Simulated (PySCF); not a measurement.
# C3H7NSSi: the cost of one run

Programs: PySCF 2.14.0, with density-fitted response routines of our own. Each step states its level of theory. These are calculated values for one molecule in the gas phase, unless marked as measured. Atoms are numbered from 0 throughout.

### Step 1. Starting geometry

13 atoms, charge 0, multiplicity 1; geometry from: GFN2-xTB. The atoms were then displaced at random by about 0.01 Å, so the start is not that level's minimum.

Bonds of the start (Å): N0–C1 1.12, C1–C2 1.43, C2–S3 1.86, S3–C4 1.79, C4–Si5 1.91, C2–H6 1.12, C2–H7 1.06, C4–H8 1.09, C4–H9 1.07, Si5–H10 1.47, Si5–H11 1.47, Si5–H12 1.44.

### Step 2. Geometry optimisation at PBE0-D3(BJ)/def2-SVP

Job settings and geometry (Å):

```
{"job": {"xc": "PBE0", "basis": "def2-SVP", "d3": "d3bj", "grid": 1, "shake": 0.01, "kind": "geom"}, "charge": 0, "multiplicity": 1}
N     -2.047710     2.014150     0.000830
C     -1.906180     0.939800     0.277470
C     -1.659290    -0.432520     0.574340
S     -0.779070    -1.243430    -0.846520
C      0.588770    -0.129110    -1.144790
Si     1.816060    -0.013060     0.320480
H     -0.997550    -0.522150     1.468970
H     -2.558480    -0.967910     0.723510
H      0.180030     0.853150    -1.395060
H      1.071960    -0.547780    -2.004020
H      1.205270     0.748820     1.420880
H      2.103650    -1.381390     0.776180
H      2.988350     0.664540    -0.182610
```

On the command line:

```bash
OMP_NUM_THREADS=1 python probes_run.py task.json out
```

One launch serves the whole session: the jobs run in the order shown.

**Question.** How long does this first job take on 1 thread of Arm Neoverse V1, shared host, and how much memory does it need?

About 96 s, with a peak of 0.5 GiB.
